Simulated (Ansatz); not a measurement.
# MgSn2N2: from a guess to a relaxed structure

Where does this trial cell of MgSn2N2 go when cell and atoms are let free?

Method: DFT PBE, scalar-relativistic, plane waves, PAW, in Ansatz 0.2.0.

**1. The structure to begin with**

It takes space group P4/mmm (No. 123, tetragonal). The conventional cell has a = 3.691 Å, b = 3.691 Å, c = 8.460 Å, α = 90.00°, β = 90.00°, γ = 90.00°. Mg (site symmetry 4/mmm) has 2 N at 2.05 Å as nearest neighbours. Sn (site symmetry 4/mmm) has 8 N at 3.40 Å and 4 Sn at 3.69 Å as nearest neighbours. Around Sn (site symmetry 4/mmm) lie 4 Mg at 2.61 Å. Around N (site symmetry 4mm) lie 1 Mg at 2.05 Å.

Coordinates:

```xyz
5
Lattice="3.6910 0.0000 0.0000 0.0000 3.6910 0.0000 0.0000 0.0000 8.4603" Properties=species:S:1:pos:R:3 pbc="T T T"
Mg    0.0000    0.0000    0.0000
Sn    1.8455    1.8455    4.2302
Sn    1.8455    1.8455    0.0000
N     0.0000    0.0000    6.4072
N     0.0000    0.0000    2.0531
```

Recipe of the guess: random cell by space group and Wyckoff sites (P4/mmm, No. 123). Lengths come from tabulated atomic sizes and are only a guess.

**2. A first look at the guess**

input.yaml

```yaml
crystal:
  lattice:
    - [3.691043, 0.0, 0.0]
    - [0.0, 3.691043, 0.0]
    - [0.0, 0.0, 8.46032076]
  atoms:
    - { symbol: Mg, position: [0.0, 0.0, 0.0] }
    - { symbol: Sn, position: [0.5, 0.5, 0.5] }
    - { symbol: Sn, position: [0.5, 0.5, 0.0] }
    - { symbol: "N", position: [0.0, 0.0, 0.75732362] }
    - { symbol: "N", position: [0.0, 0.0, 0.24267638] }
basis:
  ecutwfc: 420
kpoints:
  mp_grid: { grid: [6, 6, 2] }
hamiltonian:
  xc: pbe
scf:
  occupations: { method: gaussian, width: 0.1 }
  lower_state_search: "off"
output:
  forces: true
  stress: true
  eigenvalues: true
```

On the command line:

```
> ansatz run input.yaml --threads 1 --pin off --max-ram 2560MiB --backend cpu --events-out ev --progress --plain --runs-dir out
```

The session goes on with these runs: rough relaxation on the coarse mesh; full relaxation.

**Question.** What will these runs give? Wanted: conventional cell; volume; energy over the elements; gap on the mesh.

As calculated:

| quantity | value |
| --- | --- |
| symmetry at the end (tolerance 0.05 Å) | space group P4/mmm (No. 123) |
| conventional cell | a = 4.592 Å, b = 4.592 Å, c = 5.685 Å, α = 90.00°, β = 90.00°, γ = 90.00° |
| volume | 23.97 Å³/atom |
| energy over the elements (uncorrected; H, N, O, F and Cl as molecules), grey Sn | +0.46 eV/atom |
| gap on the mesh | none (metal) |

**Reading.** The space group P4/mmm (No. 123) is kept, and the volume per atom grows by 4.0 % from the first guess. With a positive formation energy it can't be a ground state. No finished test with a distortion of lower symmetry is shown, so the end may be a saddle point.
